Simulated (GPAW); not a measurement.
Crystal: IrPt3.

```
CELL_PARAMETERS angstrom
3.95125 0.00000 0.00000
0.00000 3.95125 0.00000
0.00000 0.00000 3.95125
ATOMIC_POSITIONS crystal
Pt 0.50000 0.50000 0.00000
Pt 0.50000 0.00000 0.50000
Pt 0.00000 0.50000 0.50000
Ir 0.00000 0.00000 0.00000
```

The cell comes from a database or a generator and needn't be the stable form of this composition.

| Quantity | Value |
| --- | --- |
| Program | GPAW 26.7.0 |
| Task | relaxation of cell and atoms |
| Functional | PBEsol |
| Potentials or basis | PAW data sets generated in the run's folder for this functional |
| Cutoff | 600 eV |
| Basis | pw |
| k mesh | 6 × 6 × 6 |
| Occupations | fermi-dirac, width 0.05 eV |
| Spin | no spin polarisation |

At the start: pressure -11.9 GPa; volume 15.42 Å³/atom.

Problem. How do energy, volume and symmetry change on relaxing?

Solution. Over 4 steps the energy falls by 25.5 meV/atom and the volume is 14.77 Å³/atom (-4.2 %); space group Pm-3m (No. 221, to 0.05 Å).

Step by step:
| step | energy change (eV) | largest force (eV/Å) | pressure (GPa) | volume (Å³) |
| --- | --- | --- | --- | --- |
| 1 | 0.0000 | 0.0000 | -11.89 | 61.69 |
| 2 | -0.0488 | 0.0000 | -8.82 | 60.94 |
| 3 | -0.1017 | 0.0000 | 0.74 | 58.92 |
| 4 | -0.1021 | 0.0000 | -0.04 | 59.07 |

Final structure:
```xyz
4
Lattice="3.8946 0.0000 0.0000 0.0000 3.8946 0.0000 0.0000 0.0000 3.8946" Properties=species:S:1:pos:R:3 pbc="T T T"
Pt    1.9473    1.9473    0.0000
Pt    1.9473    0.0000    1.9473
Pt    0.0000    1.9473    1.9473
Ir    0.0000    0.0000    0.0000
```

Caveat: later steps reuse the first step's grids.
